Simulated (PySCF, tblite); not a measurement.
**C₇H₁₆PSi+: infrared bands and NMR shifts**

Aim: predict the infrared bands and NMR shifts of C₇H₁₆PSi+ (`C=C[P@@H+]1CC[C@@H](C)[C@H]1[SiH3]`).

The runs use tblite 0.8.0 and PySCF 2.14.0, with density-fitted response routines of our own; the level of theory stands in each step. All values are computed, except where a source is named. Atoms are numbered from 0 throughout.

**1. Starting geometry**

25 atoms, charge 1, multiplicity 1; geometry from: GFN2-xTB.

Bonds of the start (Å): C0–C1 1.33, C1–P2 1.79, P2–C3 1.82, C3–C4 1.54, C4–C5 1.54, C5–C6 1.52, C5–C7 1.54, C7–Si8 1.94, C7–P2 1.81, C0–H9 1.08, C0–H10 1.08, C1–H11 1.08, P2–H12 1.38, C3–H13 1.09, C3–H14 1.09, C4–H15 1.09, C4–H16 1.09, C5–H17 1.09, C6–H18 1.09, C6–H19 1.09, C6–H20 1.09, C7–H21 1.10, Si8–H22 1.46, Si8–H23 1.46, Si8–H24 1.46.

**2. Infrared spectrum with GFN2-xTB**

The job: settings as JSON, then the geometry in Å.

```
{"job": {"kind": "ir", "xc": "GFN2-xTB", "basis": "xTB"}, "charge": 1, "multiplicity": 1}
C      3.592866     0.162986     0.271795
C      2.535453    -0.080735    -0.490808
P      0.897948    -0.345280     0.174165
C      0.094281    -1.871889    -0.417099
C     -1.151662    -1.360036    -1.164392
C     -1.604522    -0.045841    -0.512057
C     -2.237066    -0.299289     0.849621
C     -0.346913     0.833940    -0.389898
Si    -0.434976     2.439086     0.697030
H      4.569690     0.321646    -0.154880
H      3.525959     0.210210     1.347468
H      2.600762    -0.131691    -1.572063
H      1.039609    -0.361342     1.548196
H     -0.170105    -2.501241     0.435529
H      0.761777    -2.443817    -1.064841
H     -1.945090    -2.105960    -1.139534
H     -0.902969    -1.177652    -2.211245
H     -2.333406     0.451156    -1.157069
H     -1.502804    -0.703487     1.548254
H     -2.634533     0.622127     1.267678
H     -3.056750    -1.008309     0.762691
H     -0.021992     1.129570    -1.396156
H      0.811210     3.146627     0.404670
H     -0.459774     1.999536     2.093363
H     -1.637927     3.143829     0.278717
```

**Question.** This job is followed by: GIAO PBE0/pcSseg-1 NMR shielding, non-relativistic, gas phase. What will the session give for the following? strongest single infrared mode (GFN2-xTB); zero-point energy (GFN2-xTB); ¹³C shifts against TMS (PBE0/pcSseg-1); ¹H shifts against TMS (PBE0/pcSseg-1, means over atoms taken as alike); ³¹P shifts against H3PO4 (PBE0/pcSseg-1); ²⁹Si shifts against TMS (PBE0/pcSseg-1).

**Answer**, as computed:

| quantity | value |
| --- | --- |
| strongest single infrared mode (GFN2-xTB) | 762 cm⁻¹, 270 km/mol |
| zero-point energy (GFN2-xTB) | 127.6 kcal/mol |
| ¹³C shifts against TMS (PBE0/pcSseg-1) | 158.6, 120.6, 43.3, 39.5, 27.8, 24.0, 20.0 ppm |
| ¹H shifts against TMS (PBE0/pcSseg-1, means over atoms taken as alike) | 7.42, 7.13, 6.17, 5.83, 4.31, 3.03, 2.95, 2.63, 2.54, 2.23, 1.76, 1.07 ppm |
| ³¹P shifts against H3PO4 (PBE0/pcSseg-1) | 25.7 ppm |
| ²⁹Si shifts against TMS (PBE0/pcSseg-1) | -71.6 ppm |

**Reading.** No mode is imaginary among the 69: a minimum at this level. Unscaled tight-binding wavenumbers are off by several per cent, some by more. Its intensities can rank the bands wrongly. At PBE0/pcSseg-1: The largest span, 266 ppm, is at C0, where the paramagnetic term is -225 ppm.
